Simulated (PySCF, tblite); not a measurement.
**C3H11OSi3 radical: geometry, infrared bands and EPR parameters**

What infrared bands and EPR parameters should C3H11OSi3 radical (`[SiH2]O[SiH2]C[SiH]1CC1`) show?

Programs: tblite 0.8.0 and PySCF 2.14.0, with density-fitted response routines of our own. Each step states its level of theory. These are calculated values for one molecule in the gas phase, unless marked as measured. Atoms are numbered from 0 throughout.

## (1) The starting structure

18 atoms, charge 0, multiplicity 2; geometry from: force field or distance geometry start.

Bonds of the start (Å): Si0–O1 1.70, O1–Si2 1.72, Si2–C3 1.84, C3–Si4 1.83, Si4–C5 1.85, C5–C6 1.52, C6–Si4 1.85, Si0–H7 1.48, Si0–H8 1.46, Si2–H9 1.47, Si2–H10 1.49, C3–H11 1.13, C3–H12 1.11, Si4–H13 1.48, C5–H14 1.10, C5–H15 1.12, C6–H16 1.11, C6–H17 1.11.

## (2) Relaxing the molecule with GFN2-xTB

The job: settings as JSON, then the geometry in Å.

```
{"job": {"kind": "relax", "xc": "GFN2-xTB", "basis": "xTB"}, "charge": 0, "multiplicity": 2}
Si    -2.764100     1.494000     0.240400
O     -1.449100     0.480100     0.611900
Si    -1.366200    -0.754700    -0.584100
C      0.207900    -1.699700    -0.571700
Si     1.715500    -0.745800    -0.181600
C      2.098200     0.880300    -0.966800
C      1.662300     0.980300     0.486400
H     -3.987700     1.053300     0.946500
H     -3.051400     1.422500    -1.186600
H     -1.630900    -0.104400    -1.880700
H     -2.458400    -1.706000    -0.243700
H      0.082000    -2.524100     0.198100
H      0.322100    -2.258600    -1.520100
H      2.853400    -1.541600     0.343500
H      1.468100     1.332600    -1.748500
H      3.191900     1.032000    -1.153100
H      0.677500     1.470400     0.664600
H      2.420200     1.195600     1.269100
```

Run with:

```
$ OMP_NUM_THREADS=1 python probes_run.py task.json out
```

This one command runs all jobs of the session in turn.

**Question.** This job is followed by: GFN2-xTB harmonic vibrations, gas phase; UKS B3LYP, pcH-1 on C H O Si, non-relativistic, mean-field spin-orbit, GIAO. Predict these results of the whole session: strongest single infrared mode (GFN2-xTB); zero-point energy (GFN2-xTB); g(iso) (B3LYP); ⟨S²⟩; largest a(iso) (averaged by class); surface potential, 1st and 99th percentile.

The runs gave:

| quantity | value |
| --- | --- |
| strongest single infrared mode (GFN2-xTB) | 1114 cm⁻¹, 598 km/mol |
| zero-point energy (GFN2-xTB) | 77.7 kcal/mol |
| g(iso) (B3LYP) | 2.00260 |
| ⟨S²⟩ | 0.751 (exact 0.75) |
| largest a(iso) (averaged by class) | 29Si on Si0, -573.2 MHz |
| surface potential, 1st and 99th percentile | -0.54 V and 1.23 V |

Relaxing lowered the energy by 1.032 eV in 131 steps; the close pair that moved most is O1–Si2, from 1.721 to 1.612 Å. The lowest mode is imaginary (44i cm⁻¹), so the xTB geometry is not a minimum. The strongest single mode, at 1114 cm⁻¹, moves mainly O1. GFN2-xTB is a fitted tight-binding method: band positions and strengths are rough. Its intensities can rank the bands wrongly. Si0 carries the largest spin population, 0.83 e. The isotropic g lies 0.3 ppt above the free-electron value.
